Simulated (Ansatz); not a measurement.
# AlSnSiH7 (SMILES [SiH3][AlH][SnH3]) at PBE0/def2-SVP (core potential)

What is the electronic atomisation energy of AlSnSiH7 at PBE0/def2-SVP (core potential)? 

The results are computed with Ansatz 0.2.0.

44 further runs of the same task are left out: 44 set aside as unsound or not needed.

## (1) The structure to begin with

AlSnSiH7 has 10 atoms, charge 0, and is taken as a singlet. SMILES: `[SiH3][AlH][SnH3]`. The shape is that of a PBE0-D4/def2-TZVP optimisation.

Bond lengths: Si1–Al2 2.456 Å, Al2–Sn3 2.662 Å, Si1–H4 1.492 Å, Si1–H5 1.489 Å, Si1–H6 1.492 Å, Al2–H7 1.590 Å, Sn3–H8 1.713 Å, Sn3–H9 1.712 Å, Sn3–H10 1.713 Å. Some angles: Si1–Al2–Sn3 119.8°, Si1–Al2–H7 121.6°, Sn3–Al2–H7 118.6°, Al2–Si1–H4 109.8°, Al2–Si1–H5 114.3°, Al2–Si1–H6 109.8°, Al2–Sn3–H8 112.0°, Al2–Sn3–H9 113.4°, Al2–Sn3–H10 111.9°, H4–Si1–H5 107.9°.

## (2) The energy at PBE0/def2-SVP (core potential)

Input file molecule.yaml:

```yaml
basis:
  gaussian:
    orbitals: def2-SVP
crystal:
  periodic: [false, false, false]
  atoms:
    - {symbol: Si, position_ang: [-1.727600, 1.016900, -0.987400]}
    - {symbol: Al, position_ang: [0.630900, 0.366100, -0.771800]}
    - {symbol: Sn, position_ang: [1.403800, -1.143700, 1.279600]}
    - {symbol: H, position_ang: [-2.584500, -0.202700, -1.056000]}
    - {symbol: H, position_ang: [-2.025800, 1.852500, -2.183800]}
    - {symbol: H, position_ang: [-2.154500, 1.780100, 0.221500]}
    - {symbol: H, position_ang: [1.723200, 0.824500, -1.833100]}
    - {symbol: H, position_ang: [2.608000, -0.374300, 2.224600]}
    - {symbol: H, position_ang: [0.128400, -1.541500, 2.349800]}
    - {symbol: H, position_ang: [2.081400, -2.629000, 0.759800]}
hamiltonian:
  xc: {name: PBE0}
accuracy: high
output:
  orbitals: {seedname: orbitals}
```

Run with:

```sh
$ ansatz run molecule.yaml --threads 1 --pin off --max-ram 3480MiB --events-out events.jsonl --progress --plain --runs-dir runs
```

The program printed:

```text
Warning: RAYON_NUM_THREADS=1 ignored (pool sized by the plan → 1); use --threads N
Functional definition: PBE0
  name "PBE0"
  parameter a = 0.25
  parameter kappa = 0.804
  parameter beta = 0.06672455060314922
  exchange = (1 - a)*pbe_x(kappa = kappa, mu = beta*pi^2/3) + a*exact_x
  correlation = pbe_c(beta = beta)
2236 factors; integrals over basis functions are off by at most 3.6e-8 eV
mean field evaluation 1: about -20407.1280 eV, gradient 1.3e1 eV
mean field evaluation 2: about -20407.5460 eV, gradient 7.7e0 eV
mean field evaluation 4: about -20407.7925 eV, gradient 1.4e0 eV
mean field evaluation 8: about -20407.8911 eV, gradient 7.8e-2 eV
mean field evaluation 16: about -20407.8911 eV, gradient 4.2e-6 eV
mean field -20407.89107708 eV, -749.9761641173 hartree, gradient 3.1e-8 eV, S^2 0.000000; 0 other end points of the search recorded, 0 dependent functions left out
reference -20407.89108066 eV, -749.9761642488 hartree; 28, 28 occupied and 69, 69 virtual orbitals, 2236 factors
Total energy: -20407.89108066 eV, -749.9761642488 hartree
```

Run time: 13 s. Hardware: 1 thread of Intel Xeon Platinum 8259CL at 2.50GHz (Skylake/Cascade Lake), shared host; peak memory 0.39 GiB.

## (3) The Al atom

Input file molecule.yaml:

```yaml
basis:
  gaussian:
    orbitals: def2-SVP
crystal:
  periodic: [false, false, false]
  atoms:
    - {symbol: Al, position_ang: [0.000000, 0.000000, 0.000000]}
magnetization:
  spin_polarized: true
  initial_magnetization: 1
hamiltonian:
  xc: pbe0
accuracy: high
```

Run the same way, it converges to -242.16443 Eh (log not shown).

## (4) The H atom, same level

Input file job.yaml:

```yaml
basis:
  gaussian: {orbitals: def2-SVP}
crystal:
  periodic: [false, false, false]
  atoms:
    - {symbol: H, position_ang: [0.000000, 0.000000, 0.000000]}
magnetization: {spin_polarized: true, initial_magnetization: 1}
hamiltonian: {xc: pbe0}
accuracy: high
```

Run the same way, it converges to -0.50029 Eh (log not shown).

## (5) The Si atom

Input file input.yaml:

```yaml
crystal:
  periodic: [false, false, false]
  atoms:
    - {symbol: Si, position_ang: [0.000000, 0.000000, 0.000000]}
basis:
  gaussian:
    orbitals: def2-SVP
magnetization:
  spin_polarized: true
  initial_magnetization: 2
hamiltonian:
  xc: {name: PBE0}
accuracy: high
```

Run the same way, it converges to -289.15194 Eh (log not shown).

## (6) The Sn atom

Input file molecule.yaml:

```yaml
crystal:
  periodic: [false, false, false]
  atoms:
    - {symbol: Sn, position_ang: [0.000000, 0.000000, 0.000000]}
basis:
  gaussian:
    orbitals: def2-SVP
magnetization:
  spin_polarized: true
  initial_magnetization: 2
hamiltonian:
  xc: {name: PBE0}
accuracy: high
```

Run with:

```sh
$ ansatz run molecule.yaml --threads 1 --pin off --max-ram 3480MiB --events-out events.jsonl --progress --plain --runs-dir runs
```

The program printed:

```text
Warning: RAYON_NUM_THREADS=1 ignored (pool sized by the plan → 1); use --threads N
Functional definition: PBE0
  name "PBE0"
  parameter a = 0.25
  parameter kappa = 0.804
  parameter beta = 0.06672455060314922
  exchange = (1 - a)*pbe_x(kappa = kappa, mu = beta*pi^2/3) + a*exact_x
  correlation = pbe_c(beta = beta)
223 factors; integrals over basis functions are off by at most 2.0e-9 eV
mean field evaluation 1: about -5830.1187 eV, gradient 1.8e0 eV
mean field evaluation 2: about -5830.1527 eV, gradient 5.7e-1 eV
mean field evaluation 4: about -5830.1544 eV, gradient 5.7e-1 eV
mean field evaluation 8: about -5830.1562 eV, gradient 8.0e-4 eV
mean field evaluation 16: about -5830.1562 eV, gradient 3.0e-8 eV
mean field evaluation 32: about -5830.1562 eV, gradient 1.2e-7 eV
mean field -5830.15623762 eV, -214.2542899105 hartree, gradient 5.7e-9 eV, S^2 2.002905; 1 other end points of the search recorded, 0 dependent functions left out
reference -5830.15623911 eV, -214.2542899654 hartree; 12, 10 occupied and 14, 16 virtual orbitals, 223 factors
Total energy: -5830.15623911 eV, -214.2542899654 hartree
```

Run time: 2.4 s. Hardware: 1 thread of Intel Xeon Platinum 8259CL at 2.50GHz (Skylake/Cascade Lake), shared host; peak memory 0.12 GiB.

## (7) What came out

At PBE0/def2-SVP (core potential):

```
                     quantity          value
       molecule: total energy  -749.97616 Eh
        molecule: HOMO energy       -7.19 eV
        molecule: LUMO energy       -2.50 eV
      molecule: HOMO–LUMO gap        4.68 eV
        Al atom: total energy  -242.16443 Eh
                Al atom: ⟨S²⟩          0.753
         H atom: total energy    -0.50029 Eh
                 H atom: ⟨S²⟩          0.750
        Si atom: total energy  -289.15194 Eh
                Si atom: ⟨S²⟩          2.004
        Sn atom: total energy  -214.25429 Eh
                Sn atom: ⟨S²⟩          2.003
electronic atomisation energy      24.584 eV
```

In words: Taking the molecule apart into free atoms costs 24.58 eV (567 kcal/mol), before zero-point energy and without spin-orbit coupling.
